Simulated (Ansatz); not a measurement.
# Beryllium, simple cubic: r²SCAN0 after r²SCAN

Aim: see what exact exchange does to the levels, and what it costs. Spin polarisation is left out. The cell comes from an earlier r²SCAN relaxation. Exact exchange is dear, so the k-mesh is coarse, and r²SCAN is run on the same mesh for comparison.

Computed with Ansatz 0.2.0 (DFT, plane waves (500 eV) with PBE-made PAW files, scalar-relativistic; functionals as named at each step, unless a step says otherwise).

## Step 1: The system as given

It takes space group Pm-3m (No. 221, cubic). The conventional cell has a = 2.171 Å, b = 2.171 Å, c = 2.171 Å, α = 90.00°, β = 90.00°, γ = 90.00°. Be (site symmetry m-3m) is surrounded by 6 Be at 2.17 Å.

As a file:

```xyz
1
Lattice="2.1713 0.0000 0.0000 0.0000 2.1713 0.0000 0.0000 0.0000 2.1713" Properties=species:S:1:pos:R:3 pbc="T T T"
Be    0.0000    0.0000    0.0000
```

## Step 2: r²SCAN, coarse mesh

The run with r²SCAN.

Input file input.yaml:

```yaml
crystal:
  lattice:
    - [2.171265402, 0.0, 0.0]
    - [0.0, 2.171265402, 0.0]
    - [0.0, 0.0, 2.171265402]
  atoms:
    - { symbol: Be, position: [0.0, 0.0, 0.0] }
hamiltonian:
  xc: r2scan
  pseudopotentials:
    kind: paw
    azcp:
      Be: "pseudopotentials/Be.paw.azcp"
basis:
  ecutwfc: 500
  fft_grid_basis: typed
kpoints:
  mp_grid: { grid: [7, 7, 7], shift: [0, 0, 0] }
magnetization:
  spin_polarized: false
scf:
  occupations: { method: fermi_dirac, width: 0.1 }
```

The run is started by

```
ansatz run input.yaml --threads 4 --pin off --max-ram 8192MiB --backend cpu --events-out ev --progress --plain --runs-dir out
```

The log of the run, shortened:

```text
Warning: RAYON_NUM_THREADS=4 ignored (pool sized by the plan → 4); use --threads N
[...]
Pseudopotentials: kind: paw
Pseudopotential: Be, paw, valence charge 2, recommended cutoff 500 eV (meta_gga), <dir>
Functional definition: r2SCAN
[...]
Crystal: 1 atoms, lattice volume = 10.236 Å³
Basis set: ecut = 500 eV, 251 PW (Γ), exchange–correlation on 64×64×64 points (64 copies of the dense FFT grid, shifted against one another)
Bands: 5, of which v1, the nominal top of the filled ones, is band 1 counted from 1 (0 counted from 0)
Symmetry: 48 space group operations
Space group: Pm-3m (ITA 221), of the structure as read, at distance tolerance 2.2e-5 Å
k-points: 20 of 343
[...]
SCF iter   1: F=—  HF=-92.239294 eV  |F-HF|=—  |Δ(HF+E_count)|=         —  Δρ=3.29e-3  dr2=1.05e-3  dr2_τ=1.57e-2  ethr=1.77e-3  ⟨swp⟩=5.1  Hψ=1012  notcnv=0
[...]
SCF iter   6: F=-92.241823 eV  HF=-92.241823 eV  |F-HF|=1.18e-10  |Δ(HF+E_count)|=   1.51e-8  Δρ=2.81e-6  dr2=7.82e-10  dr2_τ=3.29e-12  ethr=1.59e-9  ⟨swp⟩=1.0  Hψ=276  notcnv=0
[...]
SCF converged after 6 iterations
Free energy (F): -92.241823 eV
[...]
E sigma→0 (E₀):  -92.234146 eV
Entropy (-TS):   -0.015354 eV (-15.354 meV/atom)
Fermi energy:    5.599678 eV
[...]
```

Run time: 0.21 s. Hardware: 4 threads of Arm Neoverse V2, shared host; peak memory 0.23 GiB.

## Step 3: r²SCAN0, coarse mesh

The run with r²SCAN0.

Edit input.yaml of step 2 so:

```diff
@@ -8,3 +8,3 @@
 hamiltonian:
-  xc: r2scan
+  xc: r2scan0
   pseudopotentials:
```

The run is started by

```
ansatz run input.yaml --threads 4 --pin off --max-ram 8192MiB --backend cpu --events-out ev --progress --plain --runs-dir out
```

The log of the run, shortened:

```text
Warning: RAYON_NUM_THREADS=4 ignored (pool sized by the plan → 4); use --threads N
[...]
[... 2 set-up lines as earlier in the session ...]
Functional definition: r2SCAN0
[...]
Crystal: 1 atoms, lattice volume = 10.236 Å³
Basis set: ecut = 500 eV, 251 PW (Γ), exchange–correlation on 64×64×64 points (64 copies of the dense FFT grid, shifted against one another)
Bands: 5, of which v1, the nominal top of the filled ones, is band 1 counted from 1 (0 counted from 0)
[... 2 set-up lines as earlier in the session ...]
k-points: 20 of 343
[...]
SCF iter   1: F=—  HF=-92.237591 eV  |F-HF|=—  |Δ(HF+E_count)|=         —  Δρ=3.29e-3  dr2=1.06e-3  dr2_τ=1.57e-2  ethr=1.77e-3  ⟨swp⟩=5.8  Hψ=468  notcnv=0
[...]
Frozen-core exchange: fock
[...]
Frozen-core exchange: fock
[...]
SCF iter   3: F=-92.153433 eV  HF=-92.153433 eV  |F-HF|=6.83e-9  |Δ(HF+E_count)|=   1.78e-5  Δρ=1.13e-5  dr2=1.93e-8  dr2_τ=4.89e-10  ethr=1.93e-12  ⟨swp⟩=4.7  Hψ=233  notcnv=0
[...]
hybrid outer 2: dexx = +1.103e-7 eV, tail = 4.01e-8 eV, Δε = 6.09e-3 eV (about 1.05e-3 eV left of the loop's levels)
hybrid SCF converged: 2 outer / 8 inner (+6 warm-up), last move |dexx| = 1.10e-7 eV, tail = 4.01e-8 eV
Stability not checked: this state was not tested for a lower state beside it, because the functional holds exact exchange (a hybrid, or Hartree-Fock), whose exchange loop this test does not read (fock_operator; see scf.lower_state_search)
Free energy (F): -92.153433 eV
Frozen-core exchange: fock
[...]
E sigma→0 (E₀):  -92.151144 eV
Entropy (-TS):   -0.004578 eV (-4.578 meV/atom)
Fermi energy:    5.725660 eV
[...]
--- Band table (eV; the first three rows and the last of 20) ---
  k-point 0: bands = ["-6.4080", "21.5491", "21.5491"]
[...]
  guard bands above this table: 2 of the run's 5 bands. The solve was not asked for them (output.publish_guard_bands: true or output.eigenvalues: true publishes all)
```

Run time: 1.2 s. Hardware: 4 threads of Arm Neoverse V2, shared host; peak memory 0.46 GiB.

## Step 4: Side by side

| functional | gap on the mesh | Fermi energy (eV) | SCF cycles | exchange loops | CPU time |
| --- | --- | --- | --- | --- | --- |
| r²SCAN | none (levels filled in part) | 5.600 | 6 | - | 0.43 s |
| r²SCAN0 | none (levels filled in part) | 5.726 | 14 | 2 | 3.4 s |

## Step 5: What came out

```
                             quantity                         value
                          r²SCAN: gap  none (levels filled in part)
                         r²SCAN0: gap  none (levels filled in part)
  r²SCAN0: SCF cycles, exchange loops                         14, 2
r²SCAN0: CPU time over that of r²SCAN                           7.8
             r²SCAN0: relative to hcp                +1136 meV/atom
```

Neither r²SCAN nor r²SCAN0 shows a clean gap on this mesh. The hybrid took 7.8 times as much CPU time as r²SCAN on the same settings. r²SCAN0 needed 2 outer loops of the exchange operator. The dense-mesh value adds -42.1 meV/atom, the change that r²SCAN shows between the coarse mesh and its own dense run (not shown). Under r²SCAN0 it lies 1136 meV/atom above hcp (computed apart in the same way); on such meshes a few tens of meV are uncertain for metals. The total energies in the logs cannot be compared from one functional to another.
